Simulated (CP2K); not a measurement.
The system is NiMoIrPdW.

```
CELL_PARAMETERS angstrom
4.14670 0.00000 0.00000
-2.07335 3.59115 0.00000
0.00000 0.00000 5.41629
ATOMIC_POSITIONS crystal
Ni 0.00000 0.00000 0.02221
Mo 0.66667 0.33333 0.45996
Pd 0.33333 0.66667 0.74601
Ir 0.33333 0.66667 0.25641
W 0.66667 0.33333 0.99985
```

The cell was built by a generator and needn't be a form met in nature.

Base run:

```yaml
Program: CP2K 2026.2
Functional: vdW-DF-cx
Potentials_or_basis: GTH_POTENTIALS Ni GTH-PBE-q18, Pd GTH-PBE-q18, Ir GTH-PBE-q17, W GTH-PBE-q14; POTENTIAL_UZH Mo GTH-PBE-q14; TZVP-MOLOPT-SR-GTH, TZVP-MOLOPT-PBE-GTH basis
Density_cutoff: 13606 eV
k_mesh: 7 × 7 × 5
Occupations: fermi-dirac, width 0.05 eV
Spin: collinear spin, ferromagnetic start
Starting_moments: "[1.0, 1.0, 0.0, 0.6, 0.0] μB"
```

Its results: band gap on the k mesh none (metal or under the smearing width); pressure -6.5 GPa; net moment 0.00 μB per cell.

The run is repeated on the same cell with these changes: functional from vdW-DF-cx to PBEsol. What comes out?

Band gap on the k mesh none (metal or under the smearing width); pressure -7.7 GPa; net moment 0.00 μB per cell.

Caveats: the potentials were made for another functional, which shifts forces and pressure; the basis of atomic orbitals isn't converged, which shifts pressures, moduli and gaps.

Not every run made on this cell is shown here.
